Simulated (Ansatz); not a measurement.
**Si started on a Cs site and Si started on a Cs site in perovskite CsCaF3, 40 atoms, charge 0**

How does the host give way around this defect, and what happens to the levels at the gap? The levels of theory are PBEsol, HSE06 and r²SCAN.

Method: density functional theory in Ansatz 0.2.0, PAW datasets, plane waves.

## (1) The starting cell

40 atoms (6 Cs, 2 Si, 8 Ca, 24 F); a = 8.989 Å, b = 8.989 Å, c = 8.989 Å, α = 90.00°, β = 90.00°, γ = 90.00°. All atoms were shaken off their sites by about 0.02 Å along each axis. Defect site 1: (0.500, 0.500, 0.500). Defect site 2: (0.000, 0.500, 0.500).

Plan of the steps: (2) PBEsol relaxation at the single k point (¼, ¼, ¼), on 8 threads of AMD EPYC 9R45; (3) HSE06 single point at the single k point (¼, ¼, ¼), on 8 threads of AMD EPYC 9R45; (4) r²SCAN single point at the single k point (¼, ¼, ¼), on 8 threads of AMD EPYC 9R45.

## (2) PBEsol relaxation in the fixed cell

in.yaml reads:

```yaml
crystal:
  lattice:
    - [8.988828, 0.000000, 0.000000]
    - [0.000000, 8.988828, 0.000000]
    - [0.000000, 0.000000, 8.988828]
  atoms:
    - { symbol: Cs, position: [0.001809, 0.997754, 0.000884] }
    - { symbol: Cs, position: [0.999318, 0.997305, 0.500645] }
    - { symbol: Cs, position: [0.999512, 0.497035, 0.999902] }
    - { symbol: Cs, position: [0.500239, 0.000703, 0.997551] }
    - { symbol: Cs, position: [0.498564, 0.996510, 0.502936] }
    - { symbol: Cs, position: [0.500476, 0.500173, 0.999278] }
    - { symbol: Si, position: [0.996067, 0.497999, 0.502145] }
    - { symbol: Si, position: [0.501781, 0.502796, 0.503036] }
    - { symbol: Ca, position: [0.249409, 0.252968, 0.251596] }
    - { symbol: Ca, position: [0.249041, 0.251431, 0.749921] }
    - { symbol: Ca, position: [0.248266, 0.749389, 0.251284] }
    - { symbol: Ca, position: [0.246180, 0.747417, 0.748402] }
    - { symbol: Ca, position: [0.754295, 0.249395, 0.248512] }
    - { symbol: Ca, position: [0.748959, 0.250019, 0.753577] }
    - { symbol: Ca, position: [0.752109, 0.746014, 0.250882] }
    - { symbol: Ca, position: [0.745617, 0.748138, 0.748126] }
    - { symbol: F, position: [0.250016, 0.248211, 0.001240] }
    - { symbol: F, position: [0.252778, 0.247310, 0.503044] }
    - { symbol: F, position: [0.248092, 0.755422, 0.997330] }
    - { symbol: F, position: [0.248916, 0.751132, 0.497619] }
    - { symbol: F, position: [0.750923, 0.252437, 0.995890] }
    - { symbol: F, position: [0.750600, 0.247494, 0.498628] }
    - { symbol: F, position: [0.753126, 0.750009, 0.001303] }
    - { symbol: F, position: [0.750277, 0.747919, 0.500354] }
    - { symbol: F, position: [0.999391, 0.251587, 0.246527] }
    - { symbol: F, position: [0.002184, 0.248127, 0.750681] }
    - { symbol: F, position: [0.002240, 0.753247, 0.250645] }
    - { symbol: F, position: [0.002163, 0.748134, 0.750708] }
    - { symbol: F, position: [0.499283, 0.249998, 0.246848] }
    - { symbol: F, position: [0.495682, 0.248532, 0.745356] }
    - { symbol: F, position: [0.498547, 0.749396, 0.249060] }
    - { symbol: F, position: [0.498554, 0.753192, 0.751400] }
    - { symbol: F, position: [0.249319, 0.000414, 0.246228] }
    - { symbol: F, position: [0.249846, 0.999177, 0.751270] }
    - { symbol: F, position: [0.245319, 0.495669, 0.255545] }
    - { symbol: F, position: [0.252612, 0.492264, 0.750132] }
    - { symbol: F, position: [0.749539, 0.999796, 0.248050] }
    - { symbol: F, position: [0.750896, 0.003276, 0.748511] }
    - { symbol: F, position: [0.756101, 0.500383, 0.248144] }
    - { symbol: F, position: [0.747542, 0.498397, 0.749301] }
  symmetry: { detect: false }
kpoints:
  mp_grid: { grid: [1, 1, 1], shift: [0.25, 0.25, 0.25] }
hamiltonian:
  xc: pbesol
scf:
  occupations: { method: fermi_dirac, width: 0.01 }
relax:
  f_tol: 0.03
  max_steps: 80
  escape_saddle: false
  adjacent_minimum: "off"
output:
  forces: true
  eigenvalues: true
  populations: true
```

Started as:

```
$ ansatz run in.yaml --threads 8 --pin off --max-ram 13300MiB --runs-dir r --events-out ev --progress --plain
```

Further steps of the session: HSE06 single point; Single point with r²SCAN.

**Question.** What will these runs give? Wanted: for each run, top filled to lowest empty.

**Answer**, as computed:

```
             level                   time  top filled to lowest empty (eV)
PBEsol, relaxation   36 s (8 CPU threads)                             1.67
             HSE06   44 s (8 CPU threads)                             2.83
            r²SCAN  9.5 s (8 CPU threads)                             2.08
```

| quantity | value |
| --- | --- |
| relaxation | 16 recorded steps, 5.39 eV gained |
| largest shift | 1.28 Å (Si7) |

**In words.** The relaxation lowers the energy by 5.39 eV; the largest shift is 1.28 Å (Si7). At the same k points, PBEsol gives a spacing 1.15 eV smaller and r²SCAN gives a spacing 0.75 eV smaller than the 2.83 eV of HSE06. In a defect cell this spacing can involve defect levels, so it need not be the gap. The price of HSE06 is about 4.6 times the time of r²SCAN here.
